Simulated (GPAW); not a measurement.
# AlSn (P-6m2) in GPAW: convergence with smearing width (eV)

Aim: find how far smearing width (eV) must go before the results for AlSn settle, at PBE. This setting moves, with any that are tied to it; all else stays.

All numbers are computed with GPAW 26.7.0; they aren't measurements. Logs are shortened: lines on timing, memory, paths and dates and some standing lists are left out, and cuts for length are marked. The log counts tension as positive stress, the text compression.

### 1 The structure

Symmetry: P-6m2, No. 187, hexagonal system. The conventional cell has a = 4.198 Å, b = 4.198 Å, c = 3.307 Å, α = 90.00°, β = 90.00°, γ = 120.00°. Sn (site symmetry -6m2) has 6 Al at 2.93 Å and 2 Sn at 3.31 Å as nearest neighbours. Around Al (site symmetry -6m2) lie 6 Sn at 2.93 Å and 2 Al at 3.31 Å.

The cell comes from a database or a generator and needn't be the stable form of this composition.

### 2 With smearing width (eV) 0.5

File run.py:

```python
from ase.dft.bandgap import bandgap
from ase.io import read, write
from ase.units import GPa
from gpaw import GPAW, PW

atoms = read('POSCAR')

calc = GPAW(mode=PW(600),
            xc='PBE',
            kpts={'size': (6, 6, 6), 'gamma': True},
            occupations={'name': 'marzari-vanderbilt', 'width': 0.5},
            nbands=17,
            convergence={'density': 1e-05, 'energy': 1e-05},
            maxiter=100,
            txt='gpaw.txt')
atoms.calc = calc
energy = atoms.get_potential_energy()
forces = atoms.get_forces()
stress = atoms.get_stress()
calc.write('gs.gpw')
write('result.traj', atoms)
print(f'Energy: {energy:.6f} eV')
print('Forces (eV/A):')
print(forces.round(4))
print('Stress (GPa):', (stress / GPa).round(3))
print('Fermi level:', round(calc.get_fermi_level(), 4), 'eV')
print(f'Gap: {bandgap(calc)[0]:.4f} eV, direct: {bandgap(calc, direct=True)[0]:.4f} eV')
```

File POSCAR:

```
AlSn
1.0
    4.1981056157      0.0000000000      0.0000000000
   -2.0990528078      3.6356661109      0.0000000000
    0.0000000000      0.0000000000      3.3068470000
Sn Al
1 1
Direct
    0.3333333333      0.6666666667      0.5000000000
    0.0000000000      0.0000000000      0.0000000000
```

Potentials or basis: GPAW PAW data sets (gpaw-data 1.2.1), pw.

On the command line:

```
OMP_NUM_THREADS=1 python run.py
```

Run time: 9.7 s. Hardware: 1 thread of Arm Neoverse V2, shared host; peak memory 0.16 GiB.

What came out:

- Free energy: -7.3430 eV
- Pressure: -0.2 GPa
- Band gap on the k mesh: none (metal or under the smearing width)

### 3 With smearing width (eV) 0.3

Edit run.py of step 2 so:

```diff
@@ -10,3 +10,3 @@
             kpts={'size': (6, 6, 6), 'gamma': True},
-            occupations={'name': 'marzari-vanderbilt', 'width': 0.5},
+            occupations={'name': 'marzari-vanderbilt', 'width': 0.3},
             nbands=17,
```

POSCAR is that of step 2.

Potentials or basis: GPAW PAW data sets (gpaw-data 1.2.1), pw.

On the command line:

```
OMP_NUM_THREADS=1 python run.py
```

Wall time 9.4 s (1 thread of Arm Neoverse V2, shared host); peak memory 0.16 GiB.

Results:

```
Free energy            : -7.3365 eV
Pressure               : -0.3 GPa
Band gap on the k mesh : none (metal or under the smearing width)
```

### 4 With smearing width (eV) 0.2

Edit run.py of step 3 so:

```diff
@@ -10,3 +10,3 @@
             kpts={'size': (6, 6, 6), 'gamma': True},
-            occupations={'name': 'marzari-vanderbilt', 'width': 0.3},
+            occupations={'name': 'marzari-vanderbilt', 'width': 0.2},
             nbands=17,
```

POSCAR is that of step 3.

On the command line:

```
OMP_NUM_THREADS=1 python run.py
```

It took 9.8 s on 1 thread of Arm Neoverse V2, shared host; peak memory 0.16 GiB.

It converged, with:

* Free energy: -7.3362 eV
* Pressure: -0.4 GPa
* Band gap on the k mesh: none (metal or under the smearing width)

### 5 With smearing width (eV) 0.15

Edit run.py of step 4 so:

```diff
@@ -10,3 +10,3 @@
             kpts={'size': (6, 6, 6), 'gamma': True},
-            occupations={'name': 'marzari-vanderbilt', 'width': 0.2},
+            occupations={'name': 'marzari-vanderbilt', 'width': 0.15},
             nbands=17,
```

POSCAR is that of step 4.

On the command line:

```
OMP_NUM_THREADS=1 python run.py
```

It took 9.6 s on 1 thread of Arm Neoverse V2, shared host; peak memory 0.16 GiB.

The run converged. Its results:

| Property | Result |
| --- | --- |
| Free energy | -7.3359 eV |
| Pressure | -0.5 GPa |
| Band gap on the k mesh | none (metal or under the smearing width) |

### 6 With smearing width (eV) 0.1

Edit run.py of step 5 so:

```diff
@@ -10,3 +10,3 @@
             kpts={'size': (6, 6, 6), 'gamma': True},
-            occupations={'name': 'marzari-vanderbilt', 'width': 0.15},
+            occupations={'name': 'marzari-vanderbilt', 'width': 0.1},
             nbands=17,
```

POSCAR is that of step 5.

Potentials or basis: GPAW PAW data sets (gpaw-data 1.2.1), pw.

On the command line:

```
OMP_NUM_THREADS=1 python run.py
```

It took 9.4 s on 1 thread of Arm Neoverse V2, shared host; peak memory 0.16 GiB.

It converged, with:

```
Free energy            : -7.3354 eV
Pressure               : -0.5 GPa
Band gap on the k mesh : none (metal or under the smearing width)
```

### 7 With smearing width (eV) 0.05

Edit run.py of step 6 so:

```diff
@@ -10,3 +10,3 @@
             kpts={'size': (6, 6, 6), 'gamma': True},
-            occupations={'name': 'marzari-vanderbilt', 'width': 0.1},
+            occupations={'name': 'marzari-vanderbilt', 'width': 0.05},
             nbands=17,
```

POSCAR is that of step 6.

On the command line:

```
OMP_NUM_THREADS=1 python run.py
```

Wall time 9.3 s (1 thread of Arm Neoverse V2, shared host); peak memory 0.16 GiB.

Results (log left out):

```yaml
Free_energy: -7.3351 eV
Pressure: -0.5 GPa
Band_gap_on_the_k_mesh: none (metal or under the smearing width)
```

### 8 With smearing width (eV) 0.025

Edit run.py of step 7 so:

```diff
@@ -10,3 +10,3 @@
             kpts={'size': (6, 6, 6), 'gamma': True},
-            occupations={'name': 'marzari-vanderbilt', 'width': 0.05},
+            occupations={'name': 'marzari-vanderbilt', 'width': 0.025},
             nbands=17,
```

POSCAR is that of step 7.

On the command line:

```
OMP_NUM_THREADS=1 python run.py
```

Run time: 9.4 s. Hardware: 1 thread of Arm Neoverse V2, shared host; peak memory 0.16 GiB.

It converged, with:

```yaml
Free_energy: -7.3352 eV
Pressure: -0.5 GPa
Band_gap_on_the_k_mesh: none (metal or under the smearing width)
```

### 9 With smearing width (eV) 0.01

Edit run.py of step 8 so:

```diff
@@ -10,3 +10,3 @@
             kpts={'size': (6, 6, 6), 'gamma': True},
-            occupations={'name': 'marzari-vanderbilt', 'width': 0.025},
+            occupations={'name': 'marzari-vanderbilt', 'width': 0.01},
             nbands=17,
```

POSCAR is that of step 8.

Potentials or basis: GPAW PAW data sets (gpaw-data 1.2.1), pw.

On the command line:

```
OMP_NUM_THREADS=1 python run.py
```

gpaw.txt:

```text
__  _  _
 | _ |_)|_||  |
 |__||  | ||/\| - 26.7.0

Input parameters:
  mode=PW(ecut=600.0),
  convergence={'density': 1e-05, 'energy': 1e-05},
  kpts=MonkhorstPack(size=(6, 6, 6), gamma=True),
  maxiter=100,
  nbands=17,
  occupations=Occupations(name='marzari-vanderbilt', width=0.01),
  xc=XC(name='PBE')

Diagonalizing LCAO Hamiltonian
Converting LCAO to pw mode

         Sn

       Al

Atoms  # Å, Bohr magnetons
|   | symbol |         x |        y |        z |    initial magnetic moments |
|---|--------|-----------|----------|----------|-----------------------------|
| 0 |     Sn | -0.000000 | 2.423777 | 1.653423 | ( 0.0000,  0.0000,  0.0000) |
| 1 |     Al |  0.000000 | 0.000000 | 0.000000 | ( 0.0000,  0.0000,  0.0000) |

Unit cell  # Å
| periodic |         x |        y |        z |  lengths |     angles |
|----------|-----------|----------|----------|----------|------------|
|      yes |  4.198106 | 0.000000 | 0.000000 | 4.198106 |  90.000000 |
|      yes | -2.099053 | 3.635666 | 0.000000 | 4.198106 |  90.000000 |
|      yes |  0.000000 | 0.000000 | 3.306847 | 3.306847 | 120.000000 |

Number of symmetries: 12
Symmetry operations  # r_c * U_cc + t_c -> r_c
|    | kind |            matrix            |
|----|------|------------------------------|
|  0 |  σ   |  1, 1, 0,  0,-1, 0,  0, 0, 1 |
|  1 |  C2  |  1, 1, 0,  0,-1, 0,  0, 0,-1 |
|  2 |  E   |  1, 0, 0,  0, 1, 0,  0, 0, 1 |
|  3 |  σ   |  1, 0, 0,  0, 1, 0,  0, 0,-1 |
|  4 |  C3  |  0, 1, 0, -1,-1, 0,  0, 0, 1 |
|  5 |  S3  |  0, 1, 0, -1,-1, 0,  0, 0,-1 |
|  6 |  σ   |  0,-1, 0, -1, 0, 0,  0, 0, 1 |
|  7 |  C2  |  0,-1, 0, -1, 0, 0,  0, 0,-1 |
|  8 |  σ   | -1, 0, 0,  1, 1, 0,  0, 0, 1 |
|  9 |  C2  | -1, 0, 0,  1, 1, 0,  0, 0,-1 |
| 10 |  C3  | -1,-1, 0,  1, 0, 0,  0, 0, 1 |
| 11 |  S3  | -1,-1, 0,  1, 0, 0,  0, 0,-1 |

BZ-sampling:
  Number of BZ points: 216
  Number of IBZ points: 28

  Monkhorst-Pack size: [6, 6, 6]
  Monkhorst-Pack shift: [0.08333333333333333, 0.08333333333333333, 0.08333333333333333]

K-points  # in reciprocal-cell coordinates
|     |                                coordinates |     weight |
|-----|--------------------------------------------|------------|
|   0 | (  0.00000000,   0.00000000,   0.00000000) | 0.00462963 |
|   1 | (  0.00000000,   0.00000000,   0.16666667) | 0.00925926 |
|   2 | (  0.00000000,   0.00000000,   0.33333333) | 0.00925926 |
|   3 | (  0.00000000,   0.00000000,   0.50000000) | 0.00462963 |
|   4 | (  0.16666667,   0.00000000,   0.00000000) | 0.02777778 |
|   5 | (  0.16666667,   0.00000000,   0.16666667) | 0.05555556 |
|   6 | (  0.16666667,   0.00000000,   0.33333333) | 0.05555556 |
|   7 | (  0.16666667,   0.00000000,   0.50000000) | 0.02777778 |
|   8 | (  0.33333333,  -0.16666667,   0.00000000) | 0.02777778 |
|   9 | (  0.33333333,  -0.16666667,   0.16666667) | 0.05555556 |
| ... |                                            |            |
|  27 | (  0.50000000,   0.50000000,   0.50000000) | 0.01388889 |

Plane wave coefficients: 1730
Cutoff: 600.0 eV

Spin-components: 1 (collinear spins)
Bands:           17
Projectors:      11
Spin-degeneracy: 2
Datatype:        complex128

Parallelization:
  kpt:    1
  domain: 1
  band:   1

Density:
  Valence electrons: 17.0
  Components: 1
  Grid points: [24 24 20]
  Charge: 0.0  # |e|

Potential:
  Grid points: [24 24 20]

species:
  Sn:
    name:    Tin
    Z:       50.0
    valence: 14
    core:    36
    charge:  0.0  # [|e|]
    compensation charges:
      type: gauss
      rc: 0.38  # [Å]
      lmax: 2
    cutoffs:
      filter: 2.23  # [Å]
      core: 2.35  # [Å]
    projectors
    | kind |    occ | energy [eV] | rcut [Å] |
    |------|--------|-------------|----------|
    |   5s |  2.000 |     -10.538 |    1.201 |
    |   5p |  2.000 |      -3.696 |    1.270 |
    |   4d | 10.000 |     -25.845 |    1.185 |
    |    s |        |      16.674 |    1.201 |
    |    p |        |      23.515 |    1.270 |
    |    d |        |       1.367 |    1.185 |

    Using partial waves for Sn as LCAO basis

  Al:
    name:    Aluminium
    Z:       13.0
    valence: 3
    core:    10
    charge:  0.0  # [|e|]
    compensation charges:
      type: gauss
      rc: 0.34  # [Å]
      lmax: 2
    cutoffs:
      filter: 1.91  # [Å]
      core: 2.36  # [Å]
    projectors
    | kind |    occ | energy [eV] | rcut [Å] |
    |------|--------|-------------|----------|
    |   3s |  2.000 |      -7.753 |    1.085 |
    |   3p |  1.000 |      -2.712 |    1.085 |
    |    s |        |      19.459 |    1.085 |
    |    p |        |      24.499 |    1.085 |
    |    d |        |       0.000 |    1.085 |

    Using partial waves for Al as LCAO basis

Reference energy: -174614.116572  # eV

eigensolver:
  PPCG
  Converge bands: occupied
  niter=2

density mixing:
  MSR1-Mixer
  Pratt-step length: 0.05
  Maximum mixing coefficient: 0.75
  Old densities: 10
  SVD Regularization: 0.005
  Good broyden scale: 1.0
  Trust region scale: 1.0
  Backstep threshold: 4.0
  History deletion threshold: 6.0
  Fourier metric: weight=20.0, sigma=0.015

occupation numbers:
  Marzari-Vanderbilt:
    width: 0.0100  # eV

poisson solver:
  ecut: 4800.0  # eV

xc functional:
  name: PBE with 2 nearest neighbor stencil

convergence criteria:
- Maximum integral of absolute [dens]ity change: 1e-05 electrons / valence electron
- Maximum [total energy] change in last 3 cyles: 1e-05 eV / valence electron
- Maximum integral of absolute [eigenst]ate change: 4e-08 eV^2 / valence electron
maximum number of iterations: 100

SCF iterations
|iter     | |      energy | eigst |  dens |
|---------|-|-------------|-------|-------|
|iter:   1| |   -7.347408 | -0.01 |       |
|iter:   2| |   -7.347855 | -2.50 | -1.37 |
|iter:   3| |   -7.333803 | -2.55 | -1.39 |
|iter:   4| |   -7.334838 | -3.29 | -1.90 |
|iter:   5| |   -7.334973 | -4.58 | -2.64 |
|iter:   6| |   -7.334991c| -5.86 | -3.23 |
|iter:   7| |   -7.334993c| -6.77 | -3.81 |
|iter:   8| |   -7.334993c| -7.54c| -4.68 |
|iter:   9| |   -7.334993c| -7.82c| -5.22c|

Converged in 9 steps
Energy contributions relative to reference atoms: (reference = -174614.116572)

Energy contributions:
  Kinetic:           5.947352
  Coulomb:          -4.592233
  Zero:              0.009781
  External:          0.000000
  Xc:               -8.699757
  Entropy:          -0.000136
  Spinorbit:         0.000000
  ----------------------------
  Free energy:      -7.334993
  Extrapolated:     -7.334993

dipole moment: (-5.547672, -5.142126, -5.692744)  # |e|*Ang

Fermi level: 5.759
Eigenvalues  # (at kpt = [0.000, 0.000, 0.000])
| band index |      eig [eV] | occ [0-2] |
|------------|---------------|-----------|
|          0 |       -15.710 |     2.000 |
|          1 |       -15.575 |     2.000 |
|          2 |       -15.575 |     2.000 |
|          3 |       -15.567 |     2.000 |
|          4 |       -15.567 |     2.000 |
|          5 |        -4.761 |     2.000 |
[... 9 lines left out ...]
|         15 |        19.128 |     0.000 |
|         16 |        19.132 |     0.000 |

No gap
No difference between direct/indirect transitions

Forces  # eV/Ang
|        x |       y |       z |
|----------|---------|---------|
| -0.00000 | 0.00000 | 0.00000 |  # Sn   0
|  0.00000 | 0.00000 | 0.00000 |  # Al   1

Stress tensor  # eV/Ang^3
|         x |         y |        z |
|-----------|-----------|----------|
| -0.007800 |  0.000000 | 0.000000 |
|  0.000000 | -0.007800 | 0.000000 |
|  0.000000 |  0.000000 | 0.025392 |

# Writing to gs.gpw (mode='')
```

Run time: 9.3 s. Hardware: 1 thread of Arm Neoverse V2, shared host; peak memory 0.16 GiB.

Results:

| Property | Result |
| --- | --- |
| Free energy | -7.3350 eV |
| Pressure | -0.5 GPa |
| Band gap on the k mesh | none (metal or under the smearing width) |

### 10 Summary

| smearing width (eV) | energy less the tightest run, at zero smearing (meV/atom) | pressure (GPa) | SCF cycles | CPU time (s) | peak memory (GiB) |
| --- | --- | --- | --- | --- | --- |
| 0.5 | -4.01 | -0.24 | 9 | 9.7 | 0.16 |
| 0.3 | -0.76 | -0.33 | 9 | 9.4 | 0.16 |
| 0.2 | -0.61 | -0.40 | 9 | 9.8 | 0.16 |
| 0.15 | -0.45 | -0.47 | 9 | 9.6 | 0.16 |
| 0.1 | -0.19 | -0.51 | 9 | 9.4 | 0.16 |
| 0.05 | -0.07 | -0.51 | 9 | 9.3 | 0.16 |
| 0.025 | -0.09 | -0.52 | 9 | 9.4 | 0.16 |
| 0.01 | 0.00 | -0.52 | 9 | 9.3 | 0.16 |

Against the tightest run, the energy stays within 1 meV/atom from 0.3 on; the pressure stays within 0.1 GPa from 0.15 on. Narrower smearing needs a denser k mesh, so at a fixed mesh the narrowest width isn't the most accurate. The tightest run that finished is the yardstick and may itself not be fully converged.

Caveats: this smearing can pin the Fermi level at a band edge.
